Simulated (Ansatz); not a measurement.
# CH5FSiZn: small, medium and large basis sets

Aim: see how fast density functionals converge with the basis set for CH5FSiZn.

Program: Ansatz 0.2.0, Gaussian basis. Level of theory: one geometry, several basis sets. These are calculated values, not measurements.

The runs, in order: PBE0-D4/def2-SVP; ωB97M-V/def2-SVP; PBE0-D4/def2-QZVPP; ωB97M-V/def2-QZVPP; the functionals' def2-TZVPP values are taken from earlier runs.

### Step 1. Structure used throughout

An earlier PBE0-D4 in a triple-zeta def2 set relaxation fixed the geometry.

SMILES `C[SiH2][Zn][F]`, 9 atoms, charge 0, spin multiplicity 1.

Atoms are counted from 1 here; the program's logs count them from 0.

Bond lengths: C1–Si2 1.880 Å, C1–H5 1.092 Å, C1–H6 1.092 Å, C1–H7 1.092 Å, Si2–Zn3 2.342 Å, Si2–H8 1.491 Å, Si2–H9 1.491 Å, Zn3–F4 1.764 Å. Angles: Si2–C1–H5 111.0°, Si2–C1–H6 110.1°, Si2–C1–H7 111.1°, H5–C1–H6 108.2°, H5–C1–H7 108.1°, H6–C1–H7 108.2°, C1–Si2–Zn3 113.1°, C1–Si2–H8 109.8°, C1–Si2–H9 109.9°, Zn3–Si2–H8 108.5°, Zn3–Si2–H9 108.5°, H8–Si2–H9 106.9°, Si2–Zn3–F4 179.8°.

### Step 2. PBE0-D4 in def2-SVP

Input file in.yaml:

```yaml
crystal:
  periodic: [false, false, false]
  atoms:
    - {symbol: C, position_ang: [-0.696531, 1.088526, -0.513400]}
    - {symbol: Si, position_ang: [-0.095835, -0.192940, 0.723465]}
    - {symbol: Zn, position_ang: [1.451353, -1.696106, -0.189435]}
    - {symbol: F, position_ang: [2.615794, -2.825234, -0.883572]}
    - {symbol: H, position_ang: [-1.190736, 0.612441, -1.362508]}
    - {symbol: H, position_ang: [-1.411586, 1.763361, -0.037352]}
    - {symbol: H, position_ang: [0.133829, 1.685877, -0.894824]}
    - {symbol: H, position_ang: [-1.254500, -0.968931, 1.250643]}
    - {symbol: H, position_ang: [0.536712, 0.486709, 1.889884]}
basis:
  gaussian: {orbitals: def2-SVP}
hamiltonian: {xc: pbe0, dispersion: d4}
output: {orbitals: {seedname: orbitals}}
```

Command:

```
> ansatz run in.yaml --threads 4 --pin off --events-out ev --progress --plain --max-ram 10444MiB
```

After this run come: ωB97M-V in def2-SVP; PBE0-D4 in def2-QZVPP; ωB97M-V in def2-QZVPP.

Q: Predict the results of all the runs planned. Wanted: PBE0-D4: double and triple zeta above quadruple; ωB97M-V: double and triple zeta above quadruple.

**Answer**, as computed:

| quantity | value |
| --- | --- |
| PBE0-D4: double and triple zeta above quadruple | 16.27, 1.71 eV |
| ωB97M-V: double and triple zeta above quadruple | 16.41, 1.65 eV |

What this shows: For PBE0-D4 the step from double to triple zeta gains 14.56 eV and the next only 1.71 eV. These are total energies; as a rule much of such shifts cancels in differences, which this series doesn't test. The LUMO of ωB97M-V is positive and keeps falling with the basis (1.14 to 0.30 eV): an unbound level that the basis holds in place.
